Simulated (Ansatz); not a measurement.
# CH5BTe (SMILES CB[TeH]): functionals against CCSD(T) at one geometry

Aim: energy, forces and dipole at a structure displaced at random from a GFN2-xTB minimum, from CCSD(T) and from density functionals.

Program: Ansatz 0.2.0, Gaussian basis. Level of theory: single points in def2-TZVPP. These are calculated values, not measurements.

Cores are frozen in the correlated methods. Filled d shells of the heavier atoms are correlated. Core potentials replace the inner electrons past krypton, and spin-orbit coupling is left out.

## (1) Starting geometry

8 atoms, charge 0, spin multiplicity 1.

Atoms are counted from 1 here; the program's logs count them from 0.

Bond lengths: C1–B2 1.572 Å, C1–H4 1.113 Å, C1–H5 1.077 Å, C1–H6 1.096 Å, B2–Te3 2.076 Å, B2–H7 1.170 Å, Te3–H8 1.665 Å. Angles: B2–C1–H4 109.1°, B2–C1–H5 109.9°, B2–C1–H6 112.9°, H4–C1–H5 106.8°, H4–C1–H6 108.1°, H5–C1–H6 109.8°, C1–B2–Te3 125.5°, C1–B2–H7 118.8°, Te3–B2–H7 115.7°, B2–Te3–H8 95.9°.

Coordinates:

```mol
CH5BTe
  3D, bonds by distance, orders not assigned

  8  7  0  0  0  0  0  0  0  0999 V2000
    0.1365    0.6881   -0.6464 C   0  0
   -0.4654    0.0977    0.6802 B   0  0
   -0.1390   -1.8220    1.4010 Te  0  0
   -0.6947    1.0244   -1.3057 H   0  0
    0.7292    1.5592   -0.4244 H   0  0
    0.7385   -0.0388   -1.2030 H   0  0
   -1.1426    0.7811    1.3459 H   0  0
    0.8112   -2.3220    0.1291 H   0  0
  1  2  8  0
  1  4  8  0
  1  5  8  0
  1  6  8  0
  2  3  8  0
  2  7  8  0
  3  8  8  0
M  END
```

## (2) CCSD(T)/def2-TZVPP

File run/in.yaml:

```yaml
crystal:
  periodic: [false, false, false]
  atoms:
    - {symbol: C, position_ang: [0.136500, 0.688100, -0.646400]}
    - {symbol: B, position_ang: [-0.465400, 0.097700, 0.680200]}
    - {symbol: Te, position_ang: [-0.139000, -1.822000, 1.401000]}
    - {symbol: H, position_ang: [-0.694700, 1.024400, -1.305700]}
    - {symbol: H, position_ang: [0.729200, 1.559200, -0.424400]}
    - {symbol: H, position_ang: [0.738500, -0.038800, -1.203000]}
    - {symbol: H, position_ang: [-1.142600, 0.781100, 1.345900]}
    - {symbol: H, position_ang: [0.811200, -2.322000, 0.129100]}
basis:
  gaussian: {orbitals: def2-TZVPP}
correlation: {method: ccsd_t}
output: {forces: true}
```

No record of the launch command was kept for these runs.

## (3) PBE0-D4/def2-TZVPP

run/in.yaml, as its differences from that of step 2:

```diff
@@ -13,3 +13,3 @@
   gaussian: {orbitals: def2-TZVPP}
-correlation: {method: ccsd_t}
-output: {forces: true}
+hamiltonian: {xc: pbe0, dispersion: d4}
+output: {forces: true, orbitals: {seedname: orbitals}}
```

## (4) wB97M-V/def2-TZVPP

run/in.yaml, as its differences from that of step 3:

```diff
@@ -13,3 +13,3 @@
   gaussian: {orbitals: def2-TZVPP}
-hamiltonian: {xc: pbe0, dispersion: d4}
-output: {forces: true, orbitals: {seedname: orbitals}}
+hamiltonian: {xc: {name: wB97M-V}}
+output: {forces: true}
```

## (5) r2SCAN-D4/def2-TZVPP

run/in.yaml, as its differences from that of step 4:

```diff
@@ -13,3 +13,3 @@
   gaussian: {orbitals: def2-TZVPP}
-hamiltonian: {xc: {name: wB97M-V}}
+hamiltonian: {xc: r2scan, dispersion: d4}
 output: {forces: true}
```

## (6) PBE-D4/def2-TZVPP

run/in.yaml, as its differences from that of step 5:

```diff
@@ -13,3 +13,3 @@
   gaussian: {orbitals: def2-TZVPP}
-hamiltonian: {xc: r2scan, dispersion: d4}
+hamiltonian: {xc: pbe, dispersion: d4}
 output: {forces: true}
```

## (7) B97M-V/def2-TZVPP

run/in.yaml, as its differences from that of step 6:

```diff
@@ -13,3 +13,3 @@
   gaussian: {orbitals: def2-TZVPP}
-hamiltonian: {xc: pbe, dispersion: d4}
+hamiltonian: {xc: {name: B97M-V}}
 output: {forces: true}
```

## (8) LC-wPBE/def2-TZVPP

run/in.yaml, as its differences from that of step 7:

```diff
@@ -13,3 +13,3 @@
   gaussian: {orbitals: def2-TZVPP}
-hamiltonian: {xc: {name: B97M-V}}
+hamiltonian: {xc: {name: LC-wPBE}}
 output: {forces: true}
```

(Steps that only read results are left out.)

What does the calculation give? Wanted: energy less free atoms, CCSD(T)/def2-TZVPP; RMS force component; RMS force error; HOMO and LUMO, PBE0-D4; T1 diagnostic.

**Answer**, as computed:

```
                                  quantity                                                                                          value
energy less free atoms, CCSD(T)/def2-TZVPP                                                                                -623.1 kcal/mol
                       RMS force component                                                           0.387 to 0.457 eV/Å over the methods
                           RMS force error  PBE0-D4 0.099, wB97M-V 0.066, r2SCAN-D4 0.108, PBE-D4 0.187, B97M-V 0.136, LC-wPBE 0.096 eV/Å
                    HOMO and LUMO, PBE0-D4                                                                             -7.00 and -1.17 eV
                             T1 diagnostic                                                                                          0.013
```

In words: Against CCSD(T) the functionals' energies less atoms differ by -24.0 to -7.9 kcal/mol, PBE-D4 by -24.0 kcal/mol. The reference is not at the basis limit: in triple zeta CCSD(T) underbinds, which counts against methods that bind more; the gaps are no ranking. On forces the order runs from wB97M-V to PBE-D4.
